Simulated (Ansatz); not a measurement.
# C2H6SSi: the cost of one run

All numbers below are computed with Ansatz 0.2.0 (RKS revPBE/6-31G).

## Step 1: The starting structure

Bond lengths: C1–C2 1.515 Å, C2–Si3 1.844 Å, Si3–S4 2.078 Å, C1–H5 1.158 Å, C1–H6 1.074 Å, C1–H7 1.088 Å, C2–H8 1.063 Å, C2–H9 1.053 Å, S4–H10 1.352 Å. Angles: C1–C2–Si3 113.6°, C1–C2–H8 108.1°, C1–C2–H9 109.4°, Si3–C2–H8 109.0°, Si3–C2–H9 109.4°, H8–C2–H9 107.2°, C2–C1–H5 106.9°, C2–C1–H6 114.6°, C2–C1–H7 114.5°, H5–C1–H6 103.4°, H5–C1–H7 106.3°, H6–C1–H7 110.1°, C2–Si3–S4 111.4°, Si3–S4–H10 98.3°.

As a file:

```xyz
10

C     0.5823    1.4145    0.0549
C    -0.2333    0.1381    0.0483
Si    0.7701   -1.3794    0.3476
S    -0.4130   -3.0872    0.3187
H    -0.1504    2.2841   -0.1647
H     1.3027    1.4889   -0.7385
H     1.0516    1.6442    1.0093
H    -0.9764    0.2159    0.8051
H    -0.7353    0.0484   -0.8731
H    -1.1152   -2.8186   -0.8046
```

## Step 2: Preparing the start

The input, input.yaml:

```yaml
crystal:
  periodic: [false, false, false]
  atoms:
    - { symbol: C, position_ang: [0.5823, 1.4145, 0.0549] }
    - { symbol: C, position_ang: [-0.2333, 0.1381, 0.0483] }
    - { symbol: Si, position_ang: [0.7701, -1.3794, 0.3476] }
    - { symbol: S, position_ang: [-0.413, -3.0872, 0.3187] }
    - { symbol: H, position_ang: [-0.1504, 2.2841, -0.1647] }
    - { symbol: H, position_ang: [1.3027, 1.4889, -0.7385] }
    - { symbol: H, position_ang: [1.0516, 1.6442, 1.0093] }
    - { symbol: H, position_ang: [-0.9764, 0.2159, 0.8051] }
    - { symbol: H, position_ang: [-0.7353, 0.0484, -0.8731] }
    - { symbol: H, position_ang: [-1.1152, -2.8186, -0.8046] }
basis:
  gaussian: { orbitals: "6-31G" }
hamiltonian:
  xc: revpbe
relax:
  f_tol: 0.02
  max_steps: 40
scf:
  lower_state_search: "off"
```

The run is started by

```bash
$ ansatz run input.yaml --threads 1 --pin off --max-ram 2048MiB --backend cpu --events-out ev --progress --plain --runs-dir out
```

What time and memory should one allow on 1 thread of Intel Xeon 6975P-C (Granite Rapids), shared host?

About 11 s, with a peak of 0.14 GiB.
